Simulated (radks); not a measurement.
# Nuclear size and the levels of Ag⁺

Aim: how the total energy, the levels and the density at the nucleus of Ag⁺ respond when the nuclear radius is scaled.

Program: radks (a radial shooting solver on a logarithmic mesh, Libxc functionals) version 1. Level of theory: Dirac Kohn-Sham, PBE, spin-unpolarised, spherical densities, finite nucleus. These are calculated values, not measurements, unless marked.

## (1) What is computed

- element: silver (Z = 47)
- charge: +1
- electrons: 46
- configuration: [Kr] 4d10
- nuclear rms radius: 4.5454 fm

Outer shells as boxes (Hund's rule):

Ag⁺
```
[Kr] core
4d [↑↓][↑↓][↑↓][↑↓][↑↓]
```

## (2) rms radius 4.5454 fm

Input:

```text
Z 47
configuration [Kr] 4d10 5s0 5p0
relativity Dirac
functional pbe,pbe
spin unpolarised
j_filling average
nucleus finite rms 4.5454 fm
c 137.035999084
```

## (3) rms radius 3.9181 fm

Settings, as their differences from step 2:

```diff
@@ -6,3 +6,3 @@
 j_filling average
-nucleus finite rms 4.5454 fm
+nucleus finite rms 3.9181 fm
 c 137.035999084
```

## (4) rms radius 4.1636 fm

Settings, as their differences from step 3:

```diff
@@ -6,3 +6,3 @@
 j_filling average
-nucleus finite rms 3.9181 fm
+nucleus finite rms 4.1636 fm
 c 137.035999084
```

## (5) rms radius 4.8727 fm

Settings, as their differences from step 4:

```diff
@@ -6,3 +6,3 @@
 j_filling average
-nucleus finite rms 4.1636 fm
+nucleus finite rms 4.8727 fm
 c 137.035999084
```

## (6) rms radius 5.1454 fm

Settings, as their differences from step 5:

```diff
@@ -6,3 +6,3 @@
 j_filling average
-nucleus finite rms 4.8727 fm
+nucleus finite rms 5.1454 fm
 c 137.035999084
```

Before running it: what results should come out? Wanted: for each run, rms radius; total energy shift; density at nucleus; 1s1/2 shift; 2s1/2 shift; 3p1/2 shift; 4s1/2 shift; 5s1/2 shift.

As calculated:

```
rms radius (fm)  total energy shift (eV)  density at nucleus (e/bohr³)  1s1/2 shift (meV)  2s1/2 shift (meV)  3p1/2 shift (meV)  4s1/2 shift (meV)  5s1/2 shift (meV)
         3.9181                   -0.727                     1.487e+05               -306              -34.2              0.347              -1.23             -0.111
         4.1636                   -0.454                     1.474e+05               -191              -21.4              0.217             -0.765            -0.0694
         4.5454                        0                     1.457e+05                  0                  0                  0                  0                  0
         4.8727                    0.416                     1.443e+05                175               19.6             -0.199              0.702             0.0637
         5.1454                    0.782                     1.433e+05                329               36.8             -0.374               1.32              0.120
```

In words: Shifts are against the first run. Over the range the 1s1/2 level moves by 0.635 eV and the 5s1/2 level by 0.231 meV. A larger nucleus binds the 1s electrons less and lowers the density at its centre. These are shifts of eigenvalues, not the field shifts of spectral lines.
